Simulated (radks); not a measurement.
**Ag¹⁰⁺ in [Kr] 4d0.5 5s0.5: an all-electron calculation**

Aim: the levels, the sizes of the orbitals and the parts of the energy of the silver ion Ag10+.

Method: scalar-relativistic Kohn-Sham, PBE, spin-polarised, spherical densities, finite nucleus; open shells are filled with parallel spins first. Code: radks (a radial shooting solver on a logarithmic mesh, Libxc functionals) version 1.

## 1. Starting point

- element: silver (Z = 47)
- charge: +10
- electrons: 37
- configuration: [Kr] 4d0.5 5s0.5
- nuclear rms radius: 4.5454 fm

## 2. The calculation

Input:

```text
Z 47
configuration [Kr] 4d0.5 5s0.5
relativity scalar-relativistic
functional pbe,pbe
spin polarised
nucleus finite rms 4.5454 fm
c 137.035999084
```

Command:

```sh
$ python run_ks.py task.json out
```

The same process makes all the runs of this session.

**Question.** What will this run give?

As calculated:

| quantity | value |
| --- | --- |
| total energy | -5285.09550 hartree |
| exchange-correlation share of it | 2.68 % |
| −T/E | 1.0392 |
| highest occupied level | 5s up, -130.06 eV |
| most extended occupied level | 5s up, <r> = 1.68 bohr |
| radius at density 0.001 e/bohr³ | 2.58 bohr |
| maxima of the radial density | 3 |

**Reading.** The radial density shows 3 maxima for 5 occupied principal shells; where shells overlap, one shows as a shoulder or not at all. −T/E is 1.039: with relativity the kinetic term as defined here no longer equals −E. This is not the tabulated ground configuration, so its levels and sizes aren't those of the ground state, and no measured value stands beside it.
